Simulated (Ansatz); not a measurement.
# MnGe: the cost of one run

Program: the Python package of Ansatz 0.2.0. Level of theory: DFT PBEsol, plane waves, PAW. These are calculated values, not measurements.

### 1 The system

The structure is cubic, space group P2_13 (No. 198). The conventional cell has a = 4.725 Å, b = 4.725 Å, c = 4.725 Å, α = 90.00°, β = 90.00°, γ = 90.00°. Mn (site symmetry 3) is surrounded by 7 Ge at 2.41 to 2.65 Å. Around Ge (site symmetry 3) lie 7 Mn at 2.41 to 2.65 Å.

The script holds or builds the structure itself.

### 2 Script

bands_mnge.py

```python
import logging
import sys

import ansatz as az
import numpy as np

logging.basicConfig(stream=sys.stdout, format='%(name)s: %(message)s')
log = logging.getLogger('ansatz_job')
log.setLevel(logging.INFO)

lattice = az.Lattice.of(
    [4.725003, 0.0, 0.0],
    [0.0, 4.725003, 0.0],
    [0.0, 0.0, 4.725003],
)
sites = [
    ('Mn', [0.637112, 0.137112, 0.362888]),
    ('Mn', [0.137112, 0.362888, 0.637112]),
    ('Mn', [0.362888, 0.637112, 0.137112]),
    ('Mn', [0.862888, 0.862888, 0.862888]),
    ('Ge', [0.342363, 0.842363, 0.657637]),
    ('Ge', [0.842363, 0.657637, 0.342363]),
    ('Ge', [0.657637, 0.342363, 0.842363]),
    ('Ge', [0.157637, 0.157637, 0.157637]),
]
mnge = az.Crystal(lattice=lattice)
for symbol, position in sites:
    mnge = mnge.atom(symbol, position)
mnge = mnge.moments(Mn=2.8)

path = [
    ('G', (0.0, 0.0, 0.0)),
    ('X', (0.0, 0.5, 0.0)),
    ('M', (0.5, 0.5, 0.0)),
    ('G', (0.0, 0.0, 0.0)),
    ('R', (0.5, 0.5, 0.5)),
    ('X', (0.0, 0.5, 0.0)),
]
calculation = mnge.calculation()
calculation = calculation.occupations('fermi_dirac', width=0.05)
calculation = calculation.functional('PBEsol')
calculation = calculation.kpoints(5, 5, 5)
calculation = calculation.spin(az.SpinTreatment.COLLINEAR).band_structure([point for _, point in path], intervals=4)
calculation = calculation.scf(extra_bands=10)
def show(event):
    row = event['data']
    if event['event'] == 'scf_iter' and row.get('harris_foulkes_ev') is not None:
        log.info(f'  iteration {row["iter"]:3d}  Harris-Foulkes {row["harris_foulkes_ev"]:.5f} eV  residual {row["dr2_ev"]:.2e}')


result = calculation.session().plan().execute(on_event=show)
summary = result.report

for key in ('converged', 'n_iterations', 'n_electrons', 'n_kpoints', 'n_pw', 'n_symmetry_ops', 'free_energy_ev', 'fermi_energy_ev'):
    log.info(f'{key:18s} {summary[key]}')

bands = result.band_structure()
fermi = bands.fermi_energy_ev
log.info(f'zero of the bands: {fermi:.3f} eV, the Fermi level found on the SCF mesh')
for spin, channel in enumerate(bands.channels):
    print('channel', spin, '- computed levels within 6 eV of the Fermi level')
    for i, (label, _) in enumerate(path):
        levels = channel.eigenvalues_ev[i * 4] - fermi
        print(f'  {label:3s}', ' '.join(f'{e:7.3f}' for e in levels if abs(e) < 6))
```

### 3 Launch

Command:

```sh
python bands_mnge.py
```

What time and memory should one allow on 1 thread of Arm Neoverse V1, shared host?

About 60 s, with a peak of 0.46 GiB.
